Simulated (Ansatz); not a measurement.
# CH₃O₂Sb: one species, many methods

One table from this session's results is given with a row withheld; the runs are named, their logs left out.

Program: Ansatz 0.2.0, Gaussian basis. Level of theory: functionals in def2-TZVPP, the program's frozen cores in correlated methods. These are calculated values, not measurements.

The runs, in order: LDA (SPW92), PBE-D4, revPBE-D4, BLYP-D4, r2SCAN-D4, B97M-V, PBE0-D4, B3LYP-D4, r2SCANh-D4, r2SCAN0-D4, HSE06-D4, BHLYP-D4, CAM-B3LYP-D4, LC-ωPBE, ωB97X-V, ωB97M-V, B2PLYP, PBE-QIDH; CCSD(T)/def2-SVP; CCSD(T)/def2-TZVPP; MP2/def2-QZVPP; extrapolation to the limit; RPA on PBE.

1 further run of the same task is left out (for a known fault of the program).

### Structure used throughout

An earlier PBE0-D4 in a triple-zeta def2 set relaxation fixed the geometry. Sb takes the def2 core potential; no spin-orbit term is included.

7 atoms, charge 0, spin multiplicity 1.

Atoms are counted from 1 here; the program's logs count them from 0.

Bond lengths: O1–Sb2 1.956 Å, O1–H5 0.961 Å, Sb2–C3 2.117 Å, Sb2–O4 2.017 Å, C3–O4 1.397 Å, C3–H6 1.093 Å, C3–H7 1.091 Å. Angles: Sb2–O1–H5 113.7°, O1–Sb2–C3 100.0°, O1–Sb2–O4 99.6°, C3–Sb2–O4 39.4°, Sb2–C3–O4 66.4°, Sb2–C3–H6 117.0°, Sb2–C3–H7 119.8°, O4–C3–H6 115.7°, O4–C3–H7 115.9°, H6–C3–H7 113.9°, Sb2–O4–C3 74.2°.

The first run:

in.yaml

```yaml
crystal:
  periodic: [false, false, false]
  atoms:
    - {symbol: O, position_ang: [-1.671600, 0.709333, -1.024172]}
    - {symbol: Sb, position_ang: [-0.395127, -0.765682, -1.165866]}
    - {symbol: C, position_ang: [0.918365, -0.267735, 0.418524]}
    - {symbol: O, position_ang: [-0.101933, -1.145867, 0.792742]}
    - {symbol: H, position_ang: [-1.462879, 1.335579, -0.325123]}
    - {symbol: H, position_ang: [0.845418, 0.744190, 0.823932]}
    - {symbol: H, position_ang: [1.929055, -0.677818, 0.434161]}
basis:
  gaussian: {orbitals: def2-TZVPP}
hamiltonian: {xc: lda}
output: {orbitals: {seedname: orbitals}}
```

Command:

```bash
$ ansatz run in.yaml --threads 2 --pin off --events-out ev --progress --plain --max-ram 4352MiB
```

Among the steps run: LDA; PBE-D4 (GGA); revPBE-D4 (GGA); BLYP-D4 (GGA); r2SCAN-D4 (meta-GGA); B97M-V (meta-GGA); PBE0-D4 (hybrid); B3LYP-D4 (hybrid); r2SCANh-D4 (hybrid); r2SCAN0-D4 (hybrid); HSE06-D4 (hybrid); BHLYP-D4 (hybrid); CAM-B3LYP-D4 (range-separated); LC-ωPBE (range-separated); ωB97X-V (range-separated); ωB97M-V (range-separated); B2PLYP (double hybrid); PBE-QIDH (double hybrid).

One of the session's tables, all rows but one given; the rest of the session is left out.

It belongs to the step «Frontier levels by functional». 

```
  functional  HOMO (eV)  LUMO (eV)  gap (eV)
 LDA (SPW92)      -5.90      -2.28      3.62
      PBE-D4      -5.69      -2.07      3.62
   revPBE-D4      -5.62      -1.99      3.63
     BLYP-D4      -5.55      -2.00      3.55
   r2SCAN-D4      -5.93      -1.97      3.96
      B97M-V      -5.89      -1.97      3.92
     PBE0-D4      -6.82      -1.36      5.46
    B3LYP-D4      -6.62      -1.59      5.02
  r2SCANh-D4      -6.35      -1.70      4.65
  r2SCAN0-D4      -6.98      -1.29      5.68
    HSE06-D4      -6.43      -1.73      4.70
    BHLYP-D4      -7.80      -0.62      7.18
CAM-B3LYP-D4          ?          ?         ?
     LC-ωPBE      -9.34       0.63      9.97
     ωB97X-V      -9.01       0.57      9.57
     ωB97M-V      -8.92       0.42      9.34
```

Q: Estimate the row for CAM-B3LYP-D4 from the others.

As computed: HOMO (eV): -8.08; LUMO (eV): -0.44; gap (eV): 7.65. In the column «HOMO (eV)» it lies between ωB97M-V (-8.92) and BHLYP-D4 (-7.80).
